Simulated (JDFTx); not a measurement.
# WS2 in JDFTx: solvation with PBEsol+D3(BJ)

Aim: the solvation of WS2 with PBEsol+D3(BJ).

Program: JDFTx 1.7.0 (patched build). These are calculated values, not measurements. Logs are shortened: lines on timing, memory, paths and dates and some standing lists are left out, and cuts for length are marked. The log counts tension as positive stress, the text compression.

## 1. Starting point

The cell holds a slab with vacuum, 6 atoms: a = 3.158 Å, b = 3.158 Å, c = 24.294 Å, α = 90.00°, β = 90.00°, γ = 120.00°.

## 2. Solvation, PBEsol+D3(BJ)

neutral.in

```
include WS2.lattice
coords-type Lattice
include WS2.ionpos

ion-species pseudo/S.upf
ion-species pseudo/W.upf
elec-cutoff 37
elec-ex-corr gga-PBEsol
van-der-waals D3BJ
kpoint-folding 5 5 1
elec-smearing Fermi 0.0018374661
elec-n-bands 34
electronic-SCF nIterations 100 energyDiffThreshold 1e-08
electronic-minimize nIterations 30 energyDiffThreshold 1e-7
coulomb-interaction Slab 001
coulomb-truncation-embed 0.000000 0.000000 0.500273
fluid LinearPCM
pcm-variant CANDLE
fluid-solvent H2O
fluid-cation Na+ 0.1
fluid-anion F- 0.1
initial-state vacuum.$VAR
converge-empty-states yes
forces-output-coords Cartesian

dump-name neutral.$VAR
dump End Ecomponents EigStats BandEigs Kpoints Forces State
```

WS2.lattice

```
lattice \
    5.9677565539    -2.9838782771     0.0000000000 \
    0.0000000000     5.1682287793     0.0000000000 \
    0.0000000000     0.0000000000    45.9084117881
```

WS2.ionpos

```
ion S      0.3333333333     0.6666666667     0.3087222011 0
ion S      0.3333333333     0.6666666667     0.4375768918 0
ion S      0.0000000000     0.0000000000     0.5624231082 1
ion S      0.0000000000     0.0000000000     0.6912777989 1
ion W      0.6666666667     0.3333333333     0.3739233342 0
ion W      0.3333333333     0.6666666667     0.6276242413 1
```

Potentials or basis: PseudoDojo-SR-PBEsol-0.4.1-standard with smoothed tails.

Run with:

```
jdftx -c 1 -i neutral.in -o neutral.out
```

The log of the run:

```text
*************** JDFTx 1.7.0 (patched build) ***************

Input parsed successfully to the following command list (including defaults):
[... the input with its defaults ...]

---------- Setting up symmetries ----------

Found 24 point-group symmetries of the bravais lattice
Found 6 space-group symmetries with basis
Applied RMS atom displacement 2.56811e-10 bohrs to make symmetries exact.

---------- Initializing the Grid ----------
R =
[      5.96776     -2.98388            0  ]
[            0      5.16823            0  ]
[            0            0      45.9084  ]
unit cell volume = 1415.94
G =
[    1.05286   0.607866         -0  ]
[          0    1.21573          0  ]
[          0         -0   0.136863  ]
Minimum fftbox size, Smin = [  36  36  252  ]
Chosen fftbox size, S = [  36  36  252  ]

---------- Exchange Correlation functional ----------
Initalized PBEsol GGA exchange.
Initalized PBEsol GGA correlation.

---------- Setting up pseudopotentials ----------
Width of ionic core gaussian charges (only for fluid interactions / plotting) set to 0.292162

Reading pseudopotential file 'pseudo/S.upf':
  'S' pseudopotential, 'PBESOL' functional
  Generated using ONCVPSP code by D. R. Hamann
  6 valence electrons, 2 orbitals, 6 projectors, 1001 radial grid points, with lMax = 2
    3S    l: 0   occupation:  2.0   eigenvalue: -0.631879
    3P    l: 1   occupation:  4.0   eigenvalue: -0.256451
  Core radius for overlap checks: 1.58 bohrs.

Reading pseudopotential file 'pseudo/W.upf':
  'W' pseudopotential, 'PBESOL' functional
  Generated using ONCVPSP code by D. R. Hamann
  14 valence electrons, 4 orbitals, 8 projectors, 1001 radial grid points, with lMax = 3
    5S    l: 0   occupation:  2.0   eigenvalue: -2.907164
    5P    l: 1   occupation:  6.0   eigenvalue: -1.588366
    5D    l: 2   occupation:  4.0   eigenvalue: -0.165815
    6S    l: 0   occupation:  2.0   eigenvalue: -0.211168
  Core radius for overlap checks: 2.00 bohrs.

Initialized 2 species with 6 total atoms.

Folded 1 k-points by 5x5x1 to 25 k-points.

---------- Setting up k-points, bands, fillings ----------
Adding inversion symmetry to k-mesh for non-inversion-symmetric unit cell.
Reduced to 5 k-points under symmetry.
Computing the number of bands and number of electrons
Reading initial fillings from 'vacuum.fillings'.
[... 119 lines left out ...]
SCF: Cycle:  0   F: -179.468208145912570   dF: -5.930e-06   |Residual|: 4.135e-04   |deigs|: 2.313e-06
	Linear fluid (dielectric constant: 78.4, screening length: 18.1627 Bohr) occupying 0.690277 of unit cell:	Completed after 20 iterations at
	FillingsUpdate:  mu: -0.163928751  nElectrons: 52.000000
	Linear fluid (dielectric constant: 78.4, screening length: 18.1627 Bohr) occupying 0.690751 of unit cell:	Completed after 22 iterations at
SCF: Cycle:  1   F: -179.468208944908952   dF: -7.990e-07   |Residual|: 2.678e-04   |deigs|: 1.706e-04
	Linear fluid (dielectric constant: 78.4, screening length: 18.1627 Bohr) occupying 0.690262 of unit cell:	Completed after 22 iterations at
	FillingsUpdate:  mu: -0.163559317  nElectrons: 52.000000
	Linear fluid (dielectric constant: 78.4, screening length: 18.1627 Bohr) occupying 0.690744 of unit cell:	Completed after 22 iterations at
SCF: Cycle:  2   F: -179.468210312747971   dF: -1.368e-06   |Residual|: 1.517e-04   |deigs|: 3.726e-04
	Linear fluid (dielectric constant: 78.4, screening length: 18.1627 Bohr) occupying 0.690345 of unit cell:	Completed after 22 iterations at
	FillingsUpdate:  mu: -0.163303455  nElectrons: 52.000000
	Linear fluid (dielectric constant: 78.4, screening length: 18.1627 Bohr) occupying 0.690736 of unit cell:	Completed after 21 iterations at
SCF: Cycle:  3   F: -179.468210964733487   dF: -6.520e-07   |Residual|: 1.140e-04   |deigs|: 2.540e-04
	Linear fluid (dielectric constant: 78.4, screening length: 18.1627 Bohr) occupying 0.690492 of unit cell:	Completed after 20 iterations at
[... 24 lines left out ...]
	FillingsUpdate:  mu: -0.162797788  nElectrons: 52.000000
	Linear fluid (dielectric constant: 78.4, screening length: 18.1627 Bohr) occupying 0.690722 of unit cell:	Completed after 9 iterations at
SCF: Cycle: 10   F: -179.468211381522394   dF: -7.414e-09   |Residual|: 3.288e-05   |deigs|: 3.716e-05
	Linear fluid (dielectric constant: 78.4, screening length: 18.1627 Bohr) occupying 0.690705 of unit cell:	Completed after 10 iterations at
	FillingsUpdate:  mu: -0.162810021  nElectrons: 52.000000
	Linear fluid (dielectric constant: 78.4, screening length: 18.1627 Bohr) occupying 0.690720 of unit cell:	Completed after 9 iterations at
SCF: Cycle: 11   F: -179.468211393769678   dF: -1.225e-08   |Residual|: 2.074e-05   |deigs|: 1.228e-05
	Linear fluid (dielectric constant: 78.4, screening length: 18.1627 Bohr) occupying 0.690697 of unit cell:	Completed after 9 iterations at
	FillingsUpdate:  mu: -0.162806758  nElectrons: 52.000000
	Linear fluid (dielectric constant: 78.4, screening length: 18.1627 Bohr) occupying 0.690718 of unit cell:	Completed after 10 iterations at
SCF: Cycle: 12   F: -179.468211402477039   dF: -8.707e-09   |Residual|: 1.156e-05   |deigs|: 3.614e-06
	Linear fluid (dielectric constant: 78.4, screening length: 18.1627 Bohr) occupying 0.690711 of unit cell:	Completed after 2 iterations at
	FillingsUpdate:  mu: -0.162798602  nElectrons: 52.000000
	Linear fluid (dielectric constant: 78.4, screening length: 18.1627 Bohr) occupying 0.690718 of unit cell:	Completed after 2 iterations at
SCF: Cycle: 13   F: -179.468211404116687   dF: -1.640e-09   |Residual|: 5.951e-06   |deigs|: 8.482e-06
SCF: Converged (|Delta E|<1.000000e-08 for 2 iters).

Setting wave functions to eigenvectors of Hamiltonian
Converging empty states (this may take a while): |deigs|: 4.644e-06

Computing DFT-D3 correction:
# coordination-number S 3.724 3.823 3.810 3.738
# coordination-number W 9.955 9.955
# diagonal-C6 S 125.81 125.81 125.81 125.81
# diagonal-C6 W 398.10 398.10
EvdW_6 =   -0.023315
EvdW_8 =   -0.045670

# Ionic positions in lattice coordinates:
ion S   0.333333333322222   0.666666666677778   0.308722201100000 0
ion S   0.333333333322222   0.666666666677778   0.437576891800000 0
ion S  -0.000000000011111   0.000000000011111   0.562423108200000 1
ion S  -0.000000000011111   0.000000000011111   0.691277798900000 1
ion W   0.666666666655556   0.333333333344444   0.373923334200000 0
ion W   0.333333333322222   0.666666666677778   0.627624241300000 1

# Forces in Cartesian coordinates:
force S   0.000000000000000  -0.000000000000000   0.008460049098519 0
force S   0.000000000000000  -0.000000000000000   0.005168669729980 0
force S   0.000000000000000  -0.000000000000000   0.006541844995063 1
force S   0.000000000000000   0.000000000000000   0.003444543017918 1
force W   0.000000000000000   0.000000000000000  -0.010516042518713 0
force W   0.000000000000000  -0.000000000000000  -0.013121204185826 1

# Energy components:
   A_diel =        0.0003163910441033
   Eewald =     2355.8019390785098039
       EH =     2503.4675779115987098
     Eloc =    -5097.1565314587423927
      Enl =       31.3715610309293034
     EvdW =       -0.0689848760345198
      Exc =      -45.6225194856234282
 Exc_core =       16.5288928125401782
       KE =       56.2095371958674406
  MuShift =       -0.0000000000000011
-------------------------------------
     Etot =     -179.4682113999102739
       TS =        0.0000000042064008
-------------------------------------
        F =     -179.4682114041166869

IonicMinimize: Iter:   0  F: -179.468211404116687  |grad|_K:  5.020e-03
IonicMinimize: None of the convergence criteria satisfied after 0 iterations.

#--- Lowdin population analysis ---
# oxidation-state S -0.098 -0.086 -0.098 -0.084
# oxidation-state W +0.419 +0.419

Dumping 'neutral.eigStats' ...
	eMin: -2.922369 at state 0 ( [ +0.000000 +0.000000 +0.000000 ] spin 0 )
	HOMO: -0.188366 at state 0 ( [ +0.000000 +0.000000 +0.000000 ] spin 0 )
	mu  : -0.162795
	LUMO: -0.133916 at state 3 ( [ +0.200000 +0.200000 +0.000000 ] spin 0 )
	eMax: -0.012858 at state 4 ( [ +0.200000 +0.400000 +0.000000 ] spin 0 )
	HOMO-LUMO gap: +0.054450
	Optical gap  : +0.090115 at state 0 ( [ +0.000000 +0.000000 +0.000000 ] spin 0 )
Done!
[note: mu as printed may lie anywhere between the filled and the empty levels]
```

It took 2.6 min on 1 thread of Arm Neoverse V2, shared host; peak memory 0.34 GiB.

What came out:

* Free energy: -4883.5788 eV
* Largest force: 0.675 eV/Å
* Band gap on the k mesh: 1.48 eV, indirect (least direct gap 2.45 eV)
* Solvation energy: 0.009 eV

Forces on the atoms (eV/Å):
```
S    0.000  0.000  0.435
W    0.000  0.000 -0.541
S    0.000  0.000  0.266
S    0.000  0.000  0.336
W    0.000  0.000 -0.675
S    0.000  0.000  0.177
```

Levels at points of the mesh, in eV from the valence-band top:
```tsv
k point	band 23	band 24	band 25	band 26	band 27	band 28	band 29	band 30
(0.00, 0.00, 0.00)	-2.01	-2.01	-0.71	0.00	2.45	2.45	2.52	2.52
```

Caveat: the k mesh is coarse (spacing up to 0.46 Å⁻¹), so the values aren't converged; forces may be off by hundredths of an eV/Å; forces in the liquid are good to some per cent; in this model the potential and charge of a slab hang on the height of the box, by up to tenths of an eV; the liquid is a continuum model, checked here against plausible ranges alone; spin-orbit coupling is left out, which moves the levels of the heavy elements.
